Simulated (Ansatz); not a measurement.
The same path of a periodic cell of 23 atoms, Si$_{7}$O$_{16}$ (host SiO2, host structure P4_2/mnm, one Si atom removed) was run twice with different band settings. Lost on the way: Si18–O20, Si18–O22. Made: O14–Si18, O16–Si18.

Method: DFT PBE, scalar-relativistic, plane waves, PAW (Ansatz). Settings: PAW set soft_1, cutoff 420 eV, k mesh 2x2x2, gaussian smearing 0.02 eV, no spin polarisation.

Relaxed end points:

```xyz
23
Lattice="-4.1501 -4.1501 0.0000 4.1501 -4.1501 0.0000 0.0000 0.0000 5.3150" Properties=species:S:1:pos:R:3
Si -0.001 -4.141 -0.003
Si 2.074 -2.066 1.312
O 1.258 -2.882 -0.003
O 0.853 -0.847 1.406
O -1.260 -5.400 -0.003
O 3.294 -3.287 1.406
Si -0.001 -4.141 2.654
Si 2.074 -2.065 3.997
O 1.249 -2.890 2.654
O 0.853 -0.846 3.903
O -1.252 -5.391 2.654
O 3.293 -3.286 3.903
Si -2.077 -2.067 1.328
O -2.850 -2.840 -0.003
O 0.805 -4.947 1.334
O -1.303 -1.294 -0.003
O -0.806 -3.335 1.334
Si -0.002 0.009 2.655
Si -2.077 -2.066 3.980
O -2.884 -2.874 2.654
O 0.805 -4.947 3.975
O -1.269 -1.260 2.654
O -0.806 -3.336 3.975
```

```xyz
23
Lattice="-4.1501 -4.1501 0.0000 4.1501 -4.1501 0.0000 0.0000 0.0000 5.3150" Properties=species:S:1:pos:R:3
Si 0.000 -4.150 0.000
Si 2.075 -2.075 1.342
O 1.251 -2.899 0.000
O 0.855 -0.855 1.248
O -1.251 -5.401 0.000
O 3.295 -3.295 1.248
Si 0.000 -4.150 2.658
Si 2.075 -2.075 3.973
O 1.259 -2.891 2.658
O 0.855 -0.855 4.067
O -1.259 -5.409 2.658
O 3.295 -3.295 4.067
Si -2.075 -2.075 1.326
O -2.882 -2.882 0.000
O 0.805 -4.956 1.320
O -1.268 -1.268 0.000
O -0.805 -3.345 1.320
Si 0.000 0.000 0.000
Si -2.075 -2.075 3.989
O -2.847 -2.847 2.658
O 0.805 -4.956 3.995
O -1.303 -1.303 2.658
O -0.805 -3.345 3.995
```

Common settings: climbing image yes; spring 5.0 eV/Å²; force threshold 0.05 eV/Å; end points relaxed.

| run | movable images | optimiser | start path | iteration limit | largest step |
| --- | --- | --- | --- | --- | --- |
| 1 | 5 | quadratic models (default) | IDPP | 33 | default |
| 2 | 3 | fire | default | 50 | 1.0 Å |

What does each run give, and how far can it be trusted?

Run 1: converged after 17 iterations, highest image 3.894 eV above the first end. The profile has 2 maxima (images 2, 4) with wells between them (image 3): this band takes more than one step, which may be the mechanism or a detour left from its start path. Neighbouring images differ by up to 2.4 eV, so the band resolves the path poorly. By the program's own check the climbing image is a first-order saddle point (lowest curvatures found: -13.00 and 1.41 eV/Å²).
Run 2: converged after 42 iterations, highest image 6.705 eV above the first end. Neighbouring images differ by up to 3.9 eV, so the band resolves the path poorly. The order of the stationary point at the top wasn't checked. Another band between the same ends, with other settings, climbed to 3.894 eV only, so this may not be the lowest route.
Limits of this set-up: coarse k mesh, no spin, though dangling bonds at a vacancy may carry it, a small cell, in which the defect meets its images.
